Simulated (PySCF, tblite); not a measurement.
**BClF₃H₄OSi₃ radical, a small gas-phase stand-in for a defect centre (Si site with back bonds Cl, O[Si](F)(F)F, [BH][SiH3]): EPR parameters**

Wanted: the EPR parameters for `F[Si](F)(F)O[Si](Cl)B[SiH3]`. It is drawn as: dangling bond.

Programs: tblite 0.8.0 and PySCF 2.14.0. All values are calculated, for the isolated system unless a continuum is named. Atoms count from 0, parts from 1.

## 1. Starting point

13 atoms, charge 0, multiplicity 2; geometry: distance geometry start.

## 2. Relaxing the cluster with GFN2-xTB

What the job is given:

```
{"job": {"kind": "relax", "xc": "GFN2-xTB", "basis": "xTB"}, "charge": 0, "multiplicity": 2}
Si    -1.474366     1.840833    -0.046262
Cl    -0.809738     3.852108     0.323274
O     -1.646415     1.363219    -1.726678
Si    -0.299380     0.855603    -2.758691
F      1.142849     1.535246    -2.196535
F     -0.173546    -0.825833    -2.735462
F     -0.566853     1.385543    -4.344758
B     -0.780097     0.481358     1.170905
Si     0.585066    -0.688051     0.451299
H     -0.626155     0.836429     2.280171
H     -0.042546    -1.896244     0.040807
H      1.215189    -0.082165    -0.652798
H      1.536116    -0.992461     1.454429
```

Level: GFN2-xTB geometry optimisation, gas phase.

Launch:

```
OMP_NUM_THREADS=1 python cluster_run.py task.json out
```

This one command runs all jobs of the session in turn.

**Question.** The jobs that follow are: PBE0-D3(BJ)/def2-SVP geometry optimisation, gas phase; UKS B3LYP, IGLO-III on B Cl F O Si, pcH-1 on H, non-relativistic, mean-field spin-orbit, GIAO; UKS BHandHLYP, IGLO-III on B Cl F O Si, pcH-1 on H, non-relativistic, mean-field spin-orbit, GIAO. Predict: point group; rotational constants (main isotopes); g(iso) (B3LYP); ⟨S²⟩; largest a(iso).

As calculated:

```
                            quantity                 value
                         point group                    C1
rotational constants (main isotopes)  0.83, 0.63, 0.40 GHz
                      g(iso) (B3LYP)               2.00274
                                ⟨S²⟩    0.753 (exact 0.75)
                      largest a(iso)   1H on H10, 46.8 MHz
```

What this shows: The start of the PBE0/def2-SVP relaxation was shaken at random by about 0.01 Å, so part of the energy gained, and of the first lengths quoted, undoes that. The optimisation took 15 steps and gained 0.318 eV; among the close pairs (by a distance rule), Si8–H12 changed most, from 1.439 to 1.497 Å (PBE0/def2-SVP). The largest spin populations lie on Si0 (0.54 e), B7 (0.44 e). The isotropic g lies 0.4 ppt above the free-electron value. The coupling of 1H on H10 runs from 41.2 (BHandHLYP/IGLO-III+pcH-1) to 46.8 MHz (B3LYP/IGLO-III+pcH-1). A capped cluster stands for the solid here, so long-range fields and strain are missing, and bands or shifts of the capping hydrogens have no counterpart in it.
